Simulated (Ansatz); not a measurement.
# One shape, several levels: GaNH6 (SMILES [NH3+][GaH3-])

Aim: a comparison of 5 runs (HF/STO-3G, HF/3-21G, HF/def2-SVP, B3LYP/6-31G*, PBE0/def2-SVP) of GaNH6. 

The calculation is run with Ansatz 0.2.0.

2 further runs of the same task are left out: 1 that didn't finish, 1 set aside as unsound or not needed.

## (1) The system as given

GaNH6 has 8 atoms, charge 0, and is taken as a singlet. SMILES: `[NH3+][GaH3-]`. The coordinates come from a PBE0-D4/def2-TZVP relaxation.

Bond lengths: N1–Ga2 2.151 Å, N1–H3 1.013 Å, N1–H4 1.013 Å, N1–H5 1.013 Å, Ga2–H6 1.582 Å, Ga2–H7 1.582 Å, Ga2–H8 1.582 Å. Some angles: N1–Ga2–H6 98.3°, N1–Ga2–H7 98.3°, N1–Ga2–H8 98.3°, Ga2–N1–H3 110.7°, Ga2–N1–H4 110.7°, Ga2–N1–H5 110.7°, H6–Ga2–H7 118.0°, H6–Ga2–H8 118.0°, H7–Ga2–H8 118.0°, H3–N1–H4 108.2°.

## (2) Energy and gradient at HF/STO-3G (run 1)

Input file run.yaml:

```yaml
crystal:
  periodic: [false, false, false]
  atoms:
    - {symbol: "N", position_ang: [-0.313300, -0.153600, -0.970200]}
    - {symbol: Ga, position_ang: [0.367200, 0.153200, 1.047500]}
    - {symbol: H, position_ang: [-0.334500, 0.723200, -1.478000]}
    - {symbol: H, position_ang: [-1.247400, -0.546600, -0.977000]}
    - {symbol: H, position_ang: [0.302300, -0.790400, -1.462500]}
    - {symbol: H, position_ang: [-0.755200, 1.164500, 1.515600]}
    - {symbol: H, position_ang: [1.800200, 0.736200, 0.718800]}
    - {symbol: H, position_ang: [0.273000, -1.343500, 1.550100]}
basis:
  gaussian: {orbitals: STO-3G}
hamiltonian: {xc: hf}
accuracy: high
output: {forces: true, orbitals: {seedname: orbitals}}
```

On the command line:

```sh
ansatz run run.yaml --threads 1 --pin off --max-ram 2610MiB --events-out events.jsonl --progress --plain --runs-dir runs
```

Log:

```text
Warning: RAYON_NUM_THREADS=1 ignored (pool sized by the plan → 1); use --threads N
Functional definition: HF
  name "HF"
  exchange = exact_x
  correlation = 0
453 factors; integrals over basis functions are off by at most 1.2e-8 eV
mean field evaluation 1: about -53281.5837 eV, gradient 1.1e1 eV
mean field evaluation 2: about -53281.6365 eV, gradient 1.1e1 eV
mean field evaluation 4: about -53282.5533 eV, gradient 1.1e0 eV
mean field evaluation 8: about -53282.5727 eV, gradient 3.2e-4 eV
mean field -53282.57221139 eV, -1958.0984125441 hartree, gradient 8.8e-9 eV, S^2 0.000000; 0 other end points of the search recorded, 0 dependent functions left out
the calculation of the forces begins
reference -53282.57221139 eV, -1958.0984125441 hartree; 22, 22 occupied and 7, 7 virtual orbitals, 453 factors
Total energy: -53282.57221139 eV, -1958.0984125441 hartree
Atom 0 at    -0.313300    -0.153600    -0.970200 Å, force     0.927602     0.425916     2.765460 eV/Å
Atom 1 at     0.367200     0.153200     1.047500 Å, force     0.084433     0.038198     0.251511 eV/Å
Atom 2 at    -0.334500     0.723200    -1.478000 Å, force    -0.051458     0.717416    -0.526739 eV/Å
Atom 3 at    -1.247400    -0.546600    -0.977000 Å, force    -0.816643    -0.345032    -0.107791 eV/Å
Atom 4 at     0.302300    -0.790400    -1.462500 Å, force     0.484581    -0.553035    -0.517720 eV/Å
Atom 5 at    -0.755200     1.164500     1.515600 Å, force     2.155280    -2.032350    -1.124606 eV/Å
Atom 6 at     1.800200     0.736200     0.718800 Å, force    -2.903687    -1.184154     0.452845 eV/Å
Atom 7 at     0.273000    -1.343500     1.550100 Å, force     0.119893     2.933040    -1.192960 eV/Å
Dipole moment:    -0.388168    -0.174989    -1.150937 e Å
```

Run time: 0.99 s. Hardware: 1 thread of Arm Neoverse N1, shared host.

## (3) Energy and forces at HF/3-21G (run 2)

Input file input.yaml:

```yaml
basis:
  gaussian: {orbitals: 3-21G-spherical.json}
crystal:
  periodic: [false, false, false]
  atoms:
    - {symbol: N, position_ang: [-0.313300, -0.153600, -0.970200]}
    - {symbol: Ga, position_ang: [0.367200, 0.153200, 1.047500]}
    - {symbol: H, position_ang: [-0.334500, 0.723200, -1.478000]}
    - {symbol: H, position_ang: [-1.247400, -0.546600, -0.977000]}
    - {symbol: H, position_ang: [0.302300, -0.790400, -1.462500]}
    - {symbol: H, position_ang: [-0.755200, 1.164500, 1.515600]}
    - {symbol: H, position_ang: [1.800200, 0.736200, 0.718800]}
    - {symbol: H, position_ang: [0.273000, -1.343500, 1.550100]}
hamiltonian: {xc: hf}
accuracy: high
output: {forces: true, orbitals: {seedname: orbitals}}
```

The basis set 3-21G is read from a file made from the Basis Set Exchange's data (not shown).

On the command line:

```sh
ansatz run input.yaml --threads 1 --pin off --max-ram 2610MiB --events-out events.jsonl --progress --plain --runs-dir runs
```

Log, shortened:

```text
Warning: RAYON_NUM_THREADS=1 ignored (pool sized by the plan → 1); use --threads N
[... 2 set-up lines as earlier in the session ...]
[...]
844 factors; integrals over basis functions are off by at most 4.6e-9 eV
[...]
mean field -53646.07630678 eV, -1971.4569416576 hartree, gradient 6.0e-9 eV, S^2 0.000000; 0 other end points of the search recorded, 0 dependent functions left out
[...]
reference -53646.07630678 eV, -1971.4569416576 hartree; 22, 22 occupied and 21, 21 virtual orbitals, 844 factors
Total energy: -53646.07630678 eV, -1971.4569416576 hartree
Atom 0 at    -0.313300    -0.153600    -0.970200 Å, force     0.038885     0.023057     0.126147 eV/Å
Atom 1 at     0.367200     0.153200     1.047500 Å, force    -0.321995    -0.144857    -0.952046 eV/Å
Atom 2 at    -0.334500     0.723200    -1.478000 Å, force     0.055766    -0.022371     0.187122 eV/Å
Atom 3 at    -1.247400    -0.546600    -0.977000 Å, force     0.102809     0.044667     0.160569 eV/Å
Atom 4 at     0.302300    -0.790400    -1.462500 Å, force     0.024277     0.054567     0.183578 eV/Å
Atom 5 at    -0.755200     1.164500     1.515600 Å, force    -0.152552     0.166940     0.137751 eV/Å
Atom 6 at     1.800200     0.736200     0.718800 Å, force     0.245291     0.100847     0.013802 eV/Å
Atom 7 at     0.273000    -1.343500     1.550100 Å, force     0.007519    -0.222849     0.143077 eV/Å
Dipole moment:    -0.376868    -0.169901    -1.117543 e Å
```

It took 1.3 s on 1 thread of Arm Neoverse N1, shared host; peak memory 0.095 GiB.

Runs 3 to 4 aren't shown in full; the table further down has their settings and results.

## (4) Energy and forces at PBE0/def2-SVP (run 5)

Input file in.yaml:

```yaml
crystal:
  periodic: [false, false, false]
  atoms:
    - {symbol: "N", position_ang: [-0.313300, -0.153600, -0.970200]}
    - {symbol: Ga, position_ang: [0.367200, 0.153200, 1.047500]}
    - {symbol: H, position_ang: [-0.334500, 0.723200, -1.478000]}
    - {symbol: H, position_ang: [-1.247400, -0.546600, -0.977000]}
    - {symbol: H, position_ang: [0.302300, -0.790400, -1.462500]}
    - {symbol: H, position_ang: [-0.755200, 1.164500, 1.515600]}
    - {symbol: H, position_ang: [1.800200, 0.736200, 0.718800]}
    - {symbol: H, position_ang: [0.273000, -1.343500, 1.550100]}
basis:
  gaussian:
    orbitals: def2-SVP
magnetization:
  spin_polarized: false
  initial_magnetization: 0
hamiltonian:
  xc: pbe0
accuracy: high
output:
  forces: true
  orbitals: {seedname: orbitals}
```

On the command line:

```sh
ansatz run in.yaml --threads 1 --pin off --max-ram 2610MiB --events-out events.jsonl --progress --plain --runs-dir runs
```

Log, shortened:

```text
Warning: RAYON_NUM_THREADS=1 ignored (pool sized by the plan → 1); use --threads N
Functional definition: PBE0
  name "PBE0"
[...]
1720 factors; integrals over basis functions are off by at most 4.5e-9 eV
[...]
mean field -53949.23738603 eV, -1982.5979058302 hartree, gradient 8.7e-9 eV, S^2 0.000000; 0 other end points of the search recorded, 0 dependent functions left out
[...]
reference -53949.23738882 eV, -1982.5979059325 hartree; 22, 22 occupied and 54, 54 virtual orbitals, 1720 factors
Total energy: -53949.23738882 eV, -1982.5979059325 hartree
Atom 0 at    -0.313300    -0.153600    -0.970200 Å, force     0.105183     0.052999     0.322795 eV/Å
Atom 1 at     0.367200     0.153200     1.047500 Å, force    -0.002902    -0.001036    -0.005959 eV/Å
Atom 2 at    -0.334500     0.723200    -1.478000 Å, force    -0.014504     0.215846    -0.156930 eV/Å
Atom 3 at    -1.247400    -0.546600    -0.977000 Å, force    -0.245657    -0.103637    -0.030881 eV/Å
Atom 4 at     0.302300    -0.790400    -1.462500 Å, force     0.147969    -0.168395    -0.155758 eV/Å
Atom 5 at    -0.755200     1.164500     1.515600 Å, force    -0.014231     0.015241     0.012637 eV/Å
Atom 6 at     1.800200     0.736200     0.718800 Å, force     0.023223     0.009726     0.001038 eV/Å
Atom 7 at     0.273000    -1.343500     1.550100 Å, force     0.000919    -0.020744     0.013058 eV/Å
Dipole moment:    -0.348851    -0.157262    -1.034433 e Å
```

Wall time 12 s (1 thread of Arm Neoverse N1, shared host); peak memory 0.23 GiB.

## (5) Overview of the runs

| run | level | energy (Eh) | dipole moment (D) | HOMO energy (eV) | LUMO energy (eV) | wall time |
| --- | --- | --- | --- | --- | --- | --- |
| 1 | HF/STO-3G | -1958.098413 | 5.89 | -5.11 | 10.13 | 0.99 s |
| 2 | HF/3-21G | -1971.456942 | 5.72 | -10.29 | 3.23 | 1.3 s |
| 3 | HF/def2-SVP | -1980.899031 | 5.28 | -10.51 | 3.05 | 5.4 s |
| 4 | B3LYP/6-31G* (spherical functions) | -1982.979775 | 5.31 | -7.21 | -0.21 | 11 s |
| 5 | PBE0/def2-SVP | -1982.597906 | 5.30 | -7.40 | 0.20 | 12 s |

## (6) Outcome

```
                       quantity           value
            run 5: total energy  -1982.59791 Eh
           run 5: dipole moment          5.30 D
             run 5: HOMO energy        -7.40 eV
             run 5: LUMO energy         0.20 eV
           run 5: HOMO–LUMO gap         7.60 eV
run 5: largest force on an atom      0.344 eV/Å
```

**Reading.** The dipole moment (its size) runs from 5.28 D (HF/def2-SVP) to 5.89 D (HF/STO-3G). The HOMO–LUMO gap runs from 7.00 eV (B3LYP/6-31G*) to 15.24 eV (HF/STO-3G). The two ends differ in method and basis. Totals of different functionals can't be ranked against each other. In run 1 the basis is minimal, so the values are rough. All runs together took 31 s, the longest 12 s.
